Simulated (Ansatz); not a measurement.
# Si3PH9: vertical ionisation energy

The task here is to estimate one member of a computed series from the others.

The runs use Ansatz 0.2.0, Gaussian basis; unrestricted cation, the program's frozen cores in correlated methods.

Levels to be run: UKS PBE-D4/def2-TZVPP; UKS r2SCAN-D4/def2-TZVPP; UKS PBE0-D4/def2-TZVPP; UKS B3LYP-D4/def2-TZVPP; UKS wB97X-V/def2-TZVPP; UKS wB97M-V/def2-TZVPP; UKS B2PLYP/def2-TZVPP; UHF-CCSD(T)/def2-TZVPP; UHF-MP2/def2-QZVPP; extrapolation to the limit; then −ε(HOMO) from the neutral's earlier runs with LDA (SPW92), PBE-D4, revPBE-D4, BLYP-D4, r2SCAN-D4, B97M-V, PBE0-D4, B3LYP-D4, r2SCANh-D4, r2SCAN0-D4, HSE06-D4, BHLYP-D4, CAM-B3LYP-D4, LC-ωPBE, ωB97X-V, ωB97M-V.

## The geometry

The geometry comes from an earlier relaxation with PBE0-D4 in a triple-zeta def2 set; it is a stationary point, not always the lowest conformer.

13 atoms, charge 0, spin multiplicity 1.

Atoms are counted from 1 here; the program's logs count them from 0.

Bond lengths: Si1–P2 2.246 Å, Si1–H5 1.486 Å, Si1–H6 1.488 Å, Si1–H7 1.486 Å, P2–Si3 2.246 Å, P2–Si4 2.246 Å, Si3–H8 1.488 Å, Si3–H9 1.486 Å, Si3–H10 1.486 Å, Si4–H11 1.486 Å, Si4–H12 1.488 Å, Si4–H13 1.486 Å. Angles: P2–Si1–H5 108.3°, P2–Si1–H6 112.9°, P2–Si1–H7 108.3°, H5–Si1–H6 109.0°, H5–Si1–H7 109.3°, H6–Si1–H7 109.0°, Si1–P2–Si3 96.1°, Si1–P2–Si4 96.1°, Si3–P2–Si4 96.1°, P2–Si3–H8 112.9°, P2–Si3–H9 108.3°, P2–Si3–H10 108.3°, H8–Si3–H9 109.0°, H8–Si3–H10 109.0°, H9–Si3–H10 109.3°, P2–Si4–H11 108.3°, P2–Si4–H12 112.9°, P2–Si4–H13 108.3° and more.

The first run:

Input file in.yaml:

```yaml
crystal:
  periodic: [false, false, false]
  atoms:
    - {symbol: Si, position_ang: [-1.173891, 1.450236, -0.493191]}
    - {symbol: P, position_ang: [0.702537, 0.307633, -0.957725]}
    - {symbol: Si, position_ang: [1.525974, 0.341554, 1.131091]}
    - {symbol: Si, position_ang: [-0.220765, -1.734422, -0.816741]}
    - {symbol: H, position_ang: [-2.080459, 1.357214, -1.667029]}
    - {symbol: H, position_ang: [-1.884103, 0.933031, 0.708235]}
    - {symbol: H, position_ang: [-0.810278, 2.872730, -0.263799]}
    - {symbol: H, position_ang: [0.526254, -0.070669, 2.153801]}
    - {symbol: H, position_ang: [2.687393, -0.583564, 1.191016]}
    - {symbol: H, position_ang: [1.981916, 1.723738, 1.431291]}
    - {symbol: H, position_ang: [0.871001, -2.742605, -0.821377]}
    - {symbol: H, position_ang: [-1.040441, -1.915147, 0.412399]}
    - {symbol: H, position_ang: [-1.085137, -1.939728, -2.007981]}
basis:
  gaussian: {orbitals: def2-TZVPP}
total_charge: 1
magnetization: {spin_polarized: true, initial_magnetization: 1}
hamiltonian: {xc: pbe, dispersion: d4}
```

Command:

```bash
> ansatz run in.yaml --threads 2 --pin off --events-out ev --progress --plain --max-ram 32768MiB --backend cpu
```

Among the steps run: Cation, UKS PBE-D4/def2-TZVPP; Cation, UKS r2SCAN-D4/def2-TZVPP; Cation, UKS PBE0-D4/def2-TZVPP; Cation, UKS B3LYP-D4/def2-TZVPP; Cation, UKS wB97X-V/def2-TZVPP; Cation, UKS wB97M-V/def2-TZVPP; Cation, UKS B2PLYP (frozen core)/def2-TZVPP; Cation, UHF-CCSD(T)/def2-TZVPP; Cation, UHF-MP2/def2-QZVPP.

One of the session's tables, all rows but one given; the rest of the session is left out.

Orbital estimates, from the neutral's runs:

| functional | −ε(HOMO) (eV) |
| --- | --- |
| LDA (SPW92) | ? |
| PBE-D4 | 6.42 |
| revPBE-D4 | 6.39 |
| BLYP-D4 | 6.25 |
| r2SCAN-D4 | 6.65 |
| B97M-V | 6.87 |
| PBE0-D4 | 7.46 |
| B3LYP-D4 | 7.24 |
| r2SCANh-D4 | 7.04 |
| r2SCAN0-D4 | 7.62 |
| HSE06-D4 | 7.07 |
| BHLYP-D4 | 8.36 |
| CAM-B3LYP-D4 | 8.66 |
| LC-ωPBE | 9.96 |
| ωB97X-V | 9.65 |
| ωB97M-V | 9.49 |

**Question.** Estimate the row for LDA (SPW92).

The run gave: −ε(HOMO) (eV): 6.48. In the column «−ε(HOMO) (eV)» it lies between PBE-D4 (6.42) and r2SCAN-D4 (6.65).
